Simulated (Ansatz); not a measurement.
Geometry optimisation, Ansatz, DFT PBE, scalar-relativistic, plane waves, PAW.

Input file:

```yaml
crystal:
  lattice:
    - [0.0, 5.43, 5.43]
    - [5.43, 0.0, 5.43]
    - [5.43, 5.43, 0.0]
  atoms:
    - { symbol: Si, position: [0.0, 0.0, 0.0] }
    - { symbol: Si, position: [0.125, 0.125, 0.125] }
    - { symbol: Si, position: [0.0, 0.0, 0.5] }
    - { symbol: Si, position: [0.125, 0.125, 0.625] }
    - { symbol: Si, position: [0.0, 0.5, 0.0] }
    - { symbol: Si, position: [0.125, 0.625, 0.125] }
    - { symbol: Si, position: [0.0, 0.5, 0.5] }
    - { symbol: Si, position: [0.125, 0.625, 0.625] }
    - { symbol: Si, position: [0.5, 0.0, 0.0] }
    - { symbol: Si, position: [0.625, 0.125, 0.125] }
    - { symbol: Si, position: [0.5, 0.0, 0.5] }
    - { symbol: Si, position: [0.625, 0.125, 0.625] }
    - { symbol: Si, position: [0.5, 0.5, 0.0] }
    - { symbol: Si, position: [0.625, 0.625, 0.125] }
    - { symbol: Si, position: [0.5, 0.5, 0.5] }
    - { symbol: Si, position: [0.625, 0.625, 0.625] }
    - { symbol: Cu, position: [0.0648781, 0.8186688, 0.3089331] }
total_charge: 1
basis:
  ecutwfc: 420.0
kpoints:
  mp_grid: { grid: [2, 2, 2] }
hamiltonian:
  xc: pbe
  pseudopotentials: { kind: paw, azcp: { folder: soft_1 } }
scf:
  occupations: { method: gaussian, width: 0.02 }
  lower_state_search: "off"
relax:
  f_tol: 0.03
  max_steps: 60
  adjacent_minimum: "off"
output:
  write_density: true
  write_potential: true
  elf: true
  volumetric_format: npy
```

Launched with:

```bash
$ ansatz run input.yaml --threads 1 --pin off --max-ram 3072MiB --backend cpu --events-out ev --progress --plain --runs-dir out
```

Q: Where does it end, and by what steps?

A: The forces met the threshold. The force dipped under the threshold on the way, but the program's further checks kept it going. Limits of this set-up: a small cell, in which the defect meets its images, charged cell in a uniform background, uncorrected. After 25 steps the energy has fallen by 0.675 eV; Cu17 moved furthest, 0.61 Å. Joined: Si14–Cu17 (3.51 → 2.66 Å).

```
step  energy less start (eV)  largest force component (eV/Å)  accepted
   0                  0.0000                           2.071       yes
   1                 -0.4853                           0.857       yes
   2                 -0.6141                           0.129       yes
   3                 -0.6193                           0.030       yes
   4                 -0.6196                           0.002       yes
   5                 -0.6196                           0.001       yes
   6                 -0.6196                           0.003       yes
   7                 -0.6196                           0.007       yes
   8                 -0.6197                           0.016       yes
   9                 -0.6204                           0.041       yes
  10                 -0.6248                           0.073       yes
  11                  0.2440                           1.770        no
  12                 -0.6271                           0.043       yes
  13                 -0.6282                           0.023       yes
  14                 -0.6284                           0.014       yes
  15                 -0.6285                           0.007       yes
  16                 -0.6286                           0.010       yes
  17                 -0.6288                           0.013       yes
  18                 -0.6301                           0.026       yes
  19                 -0.6352                           0.044       yes
  20                 -0.6401                           0.060       yes
  21                 -0.6596                           0.100       yes
  22                 -0.6714                           0.076       yes
  23                 -0.6671                           0.206        no
  24                 -0.6747                           0.028       yes
  25                 -0.6751                           0.021       yes
```

```xyz
17
Lattice="0.0000 5.4300 5.4300 5.4300 0.0000 5.4300 5.4300 5.4300 0.0000" Properties=species:S:1:pos:R:3
Si -0.002 -0.048 0.037
Si 1.466 1.251 1.439
Si 2.765 2.715 0.039
Si 3.996 4.151 1.404
Si 2.894 -0.180 2.614
Si 4.019 1.306 3.996
Si 5.398 2.745 2.661
Si 6.841 4.123 3.998
Si 0.070 2.646 2.716
Si 1.333 4.074 4.070
Si 2.659 5.485 2.763
Si 4.072 6.812 4.068
Si 2.689 2.665 5.370
Si 4.208 3.940 6.635
Si 5.483 5.457 5.368
Si 6.766 6.810 6.778
Cu 5.766 2.376 5.143
```

Whether the end is a true minimum wasn't checked by a vibrational analysis.

The run took 3.5 min on 1 thread of Arm Neoverse V1 (shared host), peak memory 0.57 GiB.
